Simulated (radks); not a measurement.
# Re⁴⁺ in [Xe] 4f14 5d3: an all-electron calculation

What are the levels of the rhenium ion Re4+, how large are its shells, and how does its energy divide?

Program: radks (a radial shooting solver on a logarithmic mesh, Libxc functionals) version 1. Level of theory: Dirac Kohn-Sham, PBE, spin-unpolarised, spherical densities, finite nucleus; open shells fill j = l - 1/2 first. These are calculated values, not measurements, unless marked.

**1. Starting point**

```
element            : rhenium (Z = 75)
charge             : +4
electrons          : 71
configuration      : [Xe] 4f14 5d3
nuclear rms radius : 5.3698 fm
```

**2. The run**

Settings of this run:

```text
Z 75
configuration [Xe] 4f14 5d3 6s0 6p0 5f0 6d0
relativity Dirac
functional pbe,pbe
spin unpolarised
j_filling energy
nucleus finite rms 5.3698 fm
c 137.035999084
```

Started as:

```
> python run_ks.py task.json out
```

This one command runs every case of the session in turn.

**Question.** What will this run give?

The runs gave:

| quantity | value |
| --- | --- |
| total energy | -16711.6557 hartree |
| exchange-correlation share of it | 1.98 % |
| −T/E | 1.1303 |
| highest occupied level | 5d3/2, -46.304 eV |
| most extended occupied level | 5d3/2, <r> = 1.58 bohr |
| radius at density 0.001 e/bohr³ | 3.17 bohr |
| maxima of the radial density | 4 |
| ionisation energy, NIST | 52 (theory) eV |

The radial density shows 4 maxima for 5 occupied principal shells; where shells overlap, one shows as a shoulder or not at all. −T/E is 1.130: with relativity the kinetic term as defined here no longer equals −E. The top level binds by 46.304 eV, 89 % of the NIST ionisation energy of 52 eV; the potential of a semilocal functional falls off too fast, so its top eigenvalue is too shallow. Spin polarisation and multiplet splitting are left out.
